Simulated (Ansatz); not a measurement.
# H6O4Si: the cost of one run

All numbers below are computed with Ansatz 0.2.0 (RKS PBE0/def2-SVP).

## Step 1: Starting point

Bond lengths: Si1–O3 1.625 Å, Si1–O4 1.632 Å, Si1–O5 1.618 Å, Si1–O7 2.061 Å, O3–H8 0.951 Å, O4–H9 0.955 Å, O5–H10 0.955 Å, O7–H11 0.968 Å. Angles: Si1–O3–H8 119.2°, O3–Si1–O4 102.5°, O3–Si1–O5 122.7°, O3–Si1–O7 111.8°, O4–Si1–O5 103.0°, O4–Si1–O7 95.4°, O5–Si1–O7 115.8°, Si1–O4–H9 117.9°, Si1–O5–H10 117.0°, Si1–O7–H11 128.4°.

Structure file:

```xyz
11

Si    0.0554   -0.3802    0.0008
H     1.4331    0.8398   -0.3726
O     0.6936   -0.7467    1.4500
O    -1.4884   -0.8847    0.1568
O     0.5333   -1.0938   -1.3703
H     0.8496    1.6258   -0.4025
O    -0.4089    1.6225   -0.1451
H     1.6069   -0.5440    1.6193
H    -1.9069   -0.7876    1.0098
H    -0.0852   -1.6895   -1.7882
H    -1.2826    2.0382   -0.1580
```

## Step 2: Pulling towards end A

Springs on the bonds that form and break draw the guess towards this end; the thresholds are loose.

Input file input.yaml:

```yaml
crystal:
  periodic: [false, false, false]
  atoms:
    - { symbol: Si, position_ang: [0.0554, -0.3802, 0.0008] }
    - { symbol: H, position_ang: [1.4331, 0.8398, -0.3726] }
    - { symbol: O, position_ang: [0.6936, -0.7467, 1.45] }
    - { symbol: O, position_ang: [-1.4884, -0.8847, 0.1568] }
    - { symbol: O, position_ang: [0.5333, -1.0938, -1.3703] }
    - { symbol: H, position_ang: [0.8496, 1.6258, -0.4025] }
    - { symbol: O, position_ang: [-0.4089, 1.6225, -0.1451] }
    - { symbol: H, position_ang: [1.6069, -0.544, 1.6193] }
    - { symbol: H, position_ang: [-1.9069, -0.7876, 1.0098] }
    - { symbol: H, position_ang: [-0.0852, -1.6895, -1.7882] }
    - { symbol: H, position_ang: [-1.2826, 2.0382, -0.158] }
basis:
  gaussian: { orbitals: def2-SVP }
hamiltonian:
  xc: pbe0
relax:
  f_tol: 0.15
  max_steps: 25
  restrain:
    - { distance: [0, 6], at: 3.07, k: 30.0 }
    - { distance: [5, 1], at: 1.92, k: 30.0 }
    - { distance: [0, 1], at: 1.42, k: 30.0 }
    - { distance: [5, 6], at: 0.97, k: 30.0 }
```

Launch:

```bash
$ ansatz run input.yaml --threads 2 --pin off --max-ram 3072MiB --backend cpu --events-out ev --progress --plain --runs-dir out
```

What time and memory should one allow on 2 threads of Intel Xeon at 2.80GHz (Skylake/Cascade Lake), shared host?

About 45 s, with a peak of 0.26 GiB.
